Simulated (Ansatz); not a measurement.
Runs of Ansatz 0.2.0 on Ta3AsAu2O13. Symmetry: Cm, No. 8, monoclinic system. Conventional cell: a = 12.861 Å, b = 3.887 Å, c = 10.986 Å, α = 90.00°, β = 103.45°, γ = 90.00°. Around Ta (site symmetry m) lie 4 O at 1.83 to 2.03 Å. Around Ta (site symmetry m) lie 5 O at 1.83 to 2.10 Å. Ta (site symmetry m) has 5 O at 1.86 to 2.08 Å as nearest neighbours. Around As (site symmetry m) lie 3 O at 1.73 to 1.80 Å. Around Au (site symmetry m) lie 5 O at 1.97 to 2.26 Å. Around Au (site symmetry m) lie 4 O at 1.98 to 2.05 Å. Around O (site symmetry m) lie 1 As at 1.73 Å. O (site symmetry m) has 1 Ta at 1.83 Å and 1 Au at 1.97 Å as nearest neighbours. The cell was built by a generator and needn't be a form met in nature.

```csv
task,level,U,cell,k mesh,cutoff (eV),hubbard projectors,double counting,gap on the mesh (eV),pressure (GPa),relaxed volume (Å³/atom),largest force (eV/Å)
relaxation of cell and atoms,r2SCAN,-,relaxed,5 × 5 × 2,500,-,-,0.18,0.0,13.56,-
projected density of states,PBE+U,"Au d U = 8 eV, Ta d U = 8 eV",as given,7 × 7 × 3,420,ortho-atomic (the default),fll (the default),0.18,3.2,-,(a)
projected density of states,PBE+U,"Au d U = 2 eV, Ta d U = 2 eV",as given,7 × 7 × 3,420,ortho-atomic (the default),fll (the default),0.09,0.7,-,0.28
relaxation of cell and atoms,r2SCAN+D4,-,relaxed,5 × 5 × 2,500,-,-,0.20,0.0,13.48,-
relaxation of cell and atoms,PBEsol+D3(BJ),-,relaxed,5 × 5 × 2,420,-,-,(c),0.0,(b),0.01
```

Alike in all rows: potentials or basis Ansatz PAW; no spin polarisation; smearing fermi-dirac 0.05 eV.

Question: Estimate the missing entries.

Answer: (a) 0.88; (b) 13.32; (c) 0.08.

Caveats: odd divisions of the mesh miss points on the zone boundary, where band edges often lie, so the gap on the mesh can be too wide; spin-orbit coupling is left out, which moves the levels of the heavy elements; the plane-wave basis is chosen anew once the cell has moved, so the energies of steps on either side of that aren't comparable (some runs); the PAW data sets come from PBE, with cores solved anew for the run's functional, which leaves a small shift of forces and pressure (some runs); the density of states is complete only up to the lowest level of the last band computed (some runs).

A k mesh can miss the band edges, and the runs leave out spin-orbit coupling on As, Au, Ta.
